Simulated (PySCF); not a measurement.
# C36H24: the cost of one run

Programs: PySCF 2.14.0, with routines of our own; each step states its level. All values are computed. Atoms count from 0.

## Step 1: The starting structure

60 atoms, charge 0, multiplicity 1; geometry from: GFN2-xTB.

## Step 2: Electronic excitations: TDDFT PBE/6-31G* in acetonitrile

What the job is given:

```
{"job": {"kind": "uv", "basis": "6-31G*", "grid": 1, "kgrid": 0, "vcut": 1.5, "nstates": 8, "ntriplets": 0, "tda": false, "delta": [], "pop": false, "xc": "PBE", "solvent": "acetonitrile", "pol": false}, "charge": 0, "multiplicity": 1}
C      4.098803    -1.736536     3.669439
C      3.249398    -2.713042     3.175377
C      2.535195    -2.474445     2.008916
C      2.684293    -1.248247     1.363383
C      3.505352    -0.247788     1.867675
C      4.221984    -0.513532     3.034183
C      3.595239     1.050689     1.175812
C      4.808113     1.729852     1.083886
C      4.882258     2.937541     0.413943
C      3.758715     3.486630    -0.176827
C      2.532760     2.829427    -0.100581
C      2.469354     1.617266     0.582784
C      1.332026     3.392415    -0.743996
C      1.072092     4.762574    -0.751794
C     -0.075769     5.254905    -1.347252
C     -0.998335     4.401053    -1.929786
C     -0.754510     3.034316    -1.943148
C      0.415750     2.550441    -1.361161
C     -1.688787     2.009029    -2.434833
C     -1.203012     0.977430    -3.237542
C     -1.871778    -0.221816    -3.314093
C     -3.040815    -0.439187    -2.573436
C     -3.647242     0.677880    -1.992367
C     -2.979006     1.885722    -1.923483
C     -3.247052    -1.807414    -2.092119
C     -2.714143    -2.925768    -2.747762
C     -2.113268    -3.932618    -2.025973
C     -2.029388    -3.847346    -0.629417
C     -2.924047    -2.967808    -0.007362
C     -3.524551    -1.962865    -0.728409
C     -0.807927    -4.178754     0.108638
C     -0.735881    -4.197435     1.504266
C      0.416971    -3.800634     2.155344
C      1.528321    -3.377635     1.428974
C      1.537517    -3.611123     0.054228
C      0.393414    -4.015109    -0.593317
H      4.662167    -1.927536     4.571686
H      3.149154    -3.660875     3.683967
H      2.126587    -1.071105     0.454781
H      4.861142     0.247065     3.457929
H      5.698092     1.297431     1.517137
H      5.830255     3.450746     0.340426
H      3.835797     4.416735    -0.720627
H      1.515873     1.119161     0.681628
H      1.759536     5.442952    -0.270795
H     -0.261249     6.319626    -1.346412
H     -1.897984     4.792801    -2.381826
H      0.599413     1.485659    -1.378761
H     -0.248858     1.093127    -3.731862
H     -1.417833    -1.044400    -3.845901
H     -4.610772     0.579156    -1.513395
H     -3.414742     2.706497    -1.371184
H     -2.674505    -2.950429    -3.826935
H     -1.610343    -4.732989    -2.548935
H     -3.015437    -2.965722     1.067732
H     -4.071277    -1.197079    -0.200588
H     -1.614610    -4.439109     2.084948
H      0.418419    -3.712064     3.232794
H      2.428445    -3.388805    -0.516011
H      0.393196    -4.075616    -1.671207
```

Method: TDDFT PBE/6-31G*, vertical, IEF-PCM acetonitrile (non-equilibrium linear response), core orbitals frozen in the response, virtual orbitals cut by energy.

Command:

```bash
> OMP_NUM_THREADS=2 python large_run.py task.json out
```

One launch serves the whole session: the jobs run in the order shown.

**Question.** How long does this first job take on 2 threads of Arm Neoverse V2, shared host, and how much memory does it need?

About 63 s, with a peak of 2 GiB.
